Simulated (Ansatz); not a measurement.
# AlGaH₂+ (quartet): wave-function methods side by side, cc-pVTZ

An exercise on one series of results from a longer session: the logs are not shown, and one member is left open.

Computed with Ansatz 0.2.0, Gaussian basis. Level: cc-pVTZ, core rule «outside noble gas», up to 19 orbitals frozen.

Plan: UHF; CCSD(T) on ROHF; CCSD(T) on UHF; BCCD(T) on ROHF; CCSDT(Q) on ROHF; CCSDT(Q) on UHF.

16 further runs of the same task are left out: 9 for a known fault of the program, 1 that didn't finish, 6 set aside as unsound or not needed.

## The geometry

The geometry is a PBE0/def2-TZVP stationary point (not a proven minimum) of the parent state, kept for this charge and spin. No spin-orbit coupling is included. The filled d shell of Ga may be among the frozen orbitals whatever the setting's name suggests; the logs give the count.

4 atoms, charge 1, spin multiplicity 4.

Atoms are counted from 1 here; the program's logs count them from 0.

Bond lengths: Al1–Ga2 2.484 Å, Ga2–H3 1.566 Å, Ga2–H4 1.566 Å. Angles: Al1–Ga2–H3 116.1°, Al1–Ga2–H4 116.1°, H3–Ga2–H4 127.9°.

As a file:

```
Al    0.0000    0.0000    1.8190
Ga    0.0000    0.0000   -0.6648
H     0.0000    1.4073   -1.3528
H     0.0000   -1.4073   -1.3528
```

The first run:

in.yaml reads:

```yaml
crystal:
  periodic: [false, false, false]
  atoms:
    - {symbol: Al, position_ang: [0.000000, 0.000000, 1.818997]}
    - {symbol: Ga, position_ang: [0.000000, 0.000000, -0.664806]}
    - {symbol: H, position_ang: [0.000000, 1.407254, -1.352806]}
    - {symbol: H, position_ang: [0.000000, -1.407254, -1.352806]}
basis:
  gaussian: {orbitals: cc-pVTZ}
total_charge: 1
magnetization: {spin_polarized: true, initial_magnetization: 3}
hamiltonian: {xc: hf}
output: {orbitals: {seedname: orbitals}}
```

The run is started by

```console
$ ansatz run in.yaml --threads 1 --pin off --events-out ev --progress --plain --max-ram 4096MiB --backend cpu
```

Among the steps run: UHF; CCSD(T) on ROHF; CCSD(T) on UHF; BCCD(T) on ROHF; CCSDT(Q) on ROHF; CCSDT(Q) on UHF.

One table of the session follows, with a row left open; its other results are not shown here.

| method | from UCCSDT(Q) (kcal/mol) |
| --- | --- |
| ROHF | +69.33 |
| UHF | +68.15 |
| RMP2 | +18.44 |
| UMP2 | +18.09 |
| RCCSD | +2.89 |
| UCCSD | +2.70 |
| RCCSD(T) | +0.99 |
| UCCSD(T) | +0.83 |
| BCCD(T) | ? |
| RCCSDT | +0.25 |
| UCCSDT | +0.08 |
| RCCSDT(Q) | +0.17 |
| UCCSDT(Q) | 0 |

Q: Estimate the row for BCCD(T) from the others.

As computed: from UCCSDT(Q) (kcal/mol): +0.95. In the column «from UCCSDT(Q) (kcal/mol)» it lies between UCCSD(T) (+0.83) and RCCSD(T) (+0.99).

Limits of these values: Restricted and unrestricted rows rest on different reference determinants; where their highest levels disagree by more than a few hundredths of an eV, they describe different states and don't form one ladder.
